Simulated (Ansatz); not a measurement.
Geometry optimisation, Ansatz, DFT PBEsol, scalar-relativistic, plane waves, PAW.

The input (input.yaml):

```yaml
crystal:
  lattice:
    - [0.0, 5.43, 5.43]
    - [5.43, 0.0, 5.43]
    - [5.43, 5.43, 0.0]
  atoms:
    - { symbol: Si, position: [0.0, 0.0, 0.0] }
    - { symbol: Si, position: [0.125, 0.125, 0.125] }
    - { symbol: Si, position: [0.0, 0.0, 0.5] }
    - { symbol: Si, position: [0.125, 0.125, 0.625] }
    - { symbol: Si, position: [0.0, 0.5, 0.0] }
    - { symbol: Si, position: [0.125, 0.625, 0.125] }
    - { symbol: Si, position: [0.0, 0.5, 0.5] }
    - { symbol: Si, position: [0.125, 0.625, 0.625] }
    - { symbol: Si, position: [0.5, 0.0, 0.0] }
    - { symbol: Si, position: [0.625, 0.125, 0.125] }
    - { symbol: Si, position: [0.5, 0.0, 0.5] }
    - { symbol: Si, position: [0.625, 0.125, 0.625] }
    - { symbol: Si, position: [0.5, 0.5, 0.0] }
    - { symbol: Si, position: [0.625, 0.625, 0.125] }
    - { symbol: Si, position: [0.5, 0.5, 0.5] }
    - { symbol: Si, position: [0.625, 0.625, 0.625] }
    - { symbol: As, position: [0.2458231, 0.2513197, 0.7510073], spin: 1.0 }
magnetization:
  spin_polarized: true
basis:
  ecutwfc: 420.0
kpoints:
  mp_grid: { grid: [2, 2, 2] }
hamiltonian:
  xc: pbesol
  pseudopotentials: { kind: paw, azcp: { folder: soft_1 } }
scf:
  occupations: { method: gaussian, width: 0.05 }
  lower_state_search: "off"
relax:
  f_tol: 0.03
  max_steps: 60
  adjacent_minimum: "off"
```

Command:

```bash
$ ansatz run input.yaml --threads 2 --pin off --max-ram 5120MiB --backend cpu --events-out ev --progress --plain --runs-dir out
```

Q: Where does it end, and by what steps?

A: It converged. The force dipped under the threshold on the way, but the program's further checks kept it going. Limits of this set-up: coarse k mesh, PAW files made for another functional. After 3 steps the energy has fallen by 0.359 eV; Si4 moved furthest, 0.08 Å.

```json
{"step": "0", "energy less start (eV)": "0.0000", "largest force component (eV/Å)": "0.970", "accepted": "yes"}
{"step": "1", "energy less start (eV)": "-0.3251", "largest force component (eV/Å)": "0.328", "accepted": "yes"}
{"step": "2", "energy less start (eV)": "-0.3585", "largest force component (eV/Å)": "0.028", "accepted": "yes"}
{"step": "3", "energy less start (eV)": "-0.3585", "largest force component (eV/Å)": "0.028", "accepted": "yes"}
```

```xyz
17
Lattice="0.0000 5.4300 5.4300 5.4300 0.0000 5.4300 5.4300 5.4300 0.0000" Properties=species:S:1:pos:R:3
Si 0.000 0.000 -0.045
Si 1.402 1.403 1.313
Si 2.719 2.710 -0.005
Si 4.026 4.027 1.312
Si 2.759 0.000 2.715
Si 4.057 1.373 4.088
Si 5.430 2.670 2.715
Si 6.833 4.028 4.119
Si 0.001 2.757 2.715
Si 1.371 4.059 4.085
Si 2.672 5.430 2.714
Si 4.033 6.828 4.113
Si 2.714 2.717 5.431
Si 4.060 4.059 6.774
Si 5.431 5.430 5.472
Si 6.801 6.800 6.773
As 5.435 5.423 2.709
```

Whether the end is a true minimum wasn't checked by a vibrational analysis.

The run took 32 s on 2 threads of Arm Neoverse V2, on a shared host, peak memory 0.71 GiB.
